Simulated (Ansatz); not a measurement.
**Ge6H12: basis-set convergence**

How large a basis does Ge6H12 need? Two functionals are run in growing sets.

Method: one geometry, several basis sets; program: Ansatz 0.2.0, Gaussian basis.

The runs, in order: PBE0-D4/def2-SVP; ωB97M-V/def2-SVP; PBE0-D4/def2-QZVPP; ωB97M-V/def2-QZVPP; the functionals' def2-TZVPP values are taken from earlier runs.

### Step 1. The relaxed structure

The geometry comes from an earlier relaxation with PBE0-D4 in a triple-zeta def2 set; it is a stationary point, not always the lowest conformer.

SMILES `[GeH2]1[GeH2][GeH2][GeH2][GeH2][GeH2]1`, 18 atoms, charge 0, spin multiplicity 1.

Atoms are counted from 1 here; the program's logs count them from 0.

Bond lengths: Ge1–Ge2 2.431 Å, Ge1–Ge6 2.427 Å, Ge1–H7 1.541 Å, Ge1–H8 1.540 Å, Ge2–Ge3 2.431 Å, Ge2–H9 1.540 Å, Ge2–H10 1.540 Å, Ge3–Ge4 2.427 Å, Ge3–H11 1.540 Å, Ge3–H12 1.541 Å, Ge4–Ge5 2.431 Å, Ge4–H13 1.541 Å, Ge4–H14 1.540 Å, Ge5–Ge6 2.431 Å, Ge5–H15 1.540 Å, Ge5–H16 1.540 Å, Ge6–H17 1.541 Å, Ge6–H18 1.540 Å. Angles: Ge2–Ge1–Ge6 108.8°, Ge2–Ge1–H7 108.9°, Ge2–Ge1–H8 110.8°, Ge6–Ge1–H7 108.6°, Ge6–Ge1–H8 111.6°, H7–Ge1–H8 108.0°, Ge1–Ge2–Ge3 109.7°, Ge1–Ge2–H9 109.6°, Ge1–Ge2–H10 109.9°, Ge3–Ge2–H9 109.9°, Ge3–Ge2–H10 109.6°, H9–Ge2–H10 108.1°, Ge2–Ge3–Ge4 108.8°, Ge2–Ge3–H11 110.8°, Ge2–Ge3–H12 108.9°, Ge4–Ge3–H11 111.7°, Ge4–Ge3–H12 108.6°, H11–Ge3–H12 108.0° and more.

### Step 2. PBE0-D4 in def2-SVP

in.yaml

```yaml
crystal:
  periodic: [false, false, false]
  atoms:
    - {symbol: Ge, position_ang: [0.610800, 2.142524, 0.055450]}
    - {symbol: Ge, position_ang: [2.311565, 0.459358, 0.487149]}
    - {symbol: Ge, position_ang: [1.323202, -1.758027, 0.353087]}
    - {symbol: Ge, position_ang: [-0.421563, -1.734816, -1.333440]}
    - {symbol: Ge, position_ang: [-2.311481, -0.460794, -0.486902]}
    - {symbol: Ge, position_ang: [-1.512411, 1.350977, 0.924124]}
    - {symbol: H, position_ang: [0.476380, 2.338114, -1.467309]}
    - {symbol: H, position_ang: [1.009126, 3.494887, 0.675368]}
    - {symbol: H, position_ang: [2.914957, 0.680048, 1.887144]}
    - {symbol: H, position_ang: [3.445689, 0.584020, -0.547745]}
    - {symbol: H, position_ang: [2.396587, -2.818856, 0.046023]}
    - {symbol: H, position_ang: [0.686788, -2.104557, 1.713246]}
    - {symbol: H, position_ang: [0.124775, -1.039319, -2.595559]}
    - {symbol: H, position_ang: [-0.852889, -3.160484, -1.724893]}
    - {symbol: H, position_ang: [-3.122443, 0.116893, -1.662231]}
    - {symbol: H, position_ang: [-3.237823, -1.386199, 0.324466]}
    - {symbol: H, position_ang: [-1.288964, 0.811883, 2.350508]}
    - {symbol: H, position_ang: [-2.552285, 2.484346, 1.001515]}
basis:
  gaussian: {orbitals: def2-SVP}
hamiltonian: {xc: pbe0, dispersion: d4}
output: {orbitals: {seedname: orbitals}}
```

Further steps of the session: ωB97M-V in def2-SVP; PBE0-D4 in def2-QZVPP; ωB97M-V in def2-QZVPP.

**Question.** What will the summary of the whole plan be? Wanted: PBE0-D4: double and triple zeta above quadruple; ωB97M-V: double and triple zeta above quadruple.

As calculated:

| quantity | value |
| --- | --- |
| PBE0-D4: double and triple zeta above quadruple | 50.07, 7.30 eV |
| ωB97M-V: double and triple zeta above quadruple | 49.82, 7.12 eV |

PBE0-D4 gains 42.77 eV from double to triple zeta, then 7.30 eV more. These are total energies; as a rule much of such shifts cancels in differences, which this series doesn't test. The LUMO of ωB97M-V is positive and keeps falling with the basis (1.36 to 0.79 eV): an unbound level that the basis holds in place.
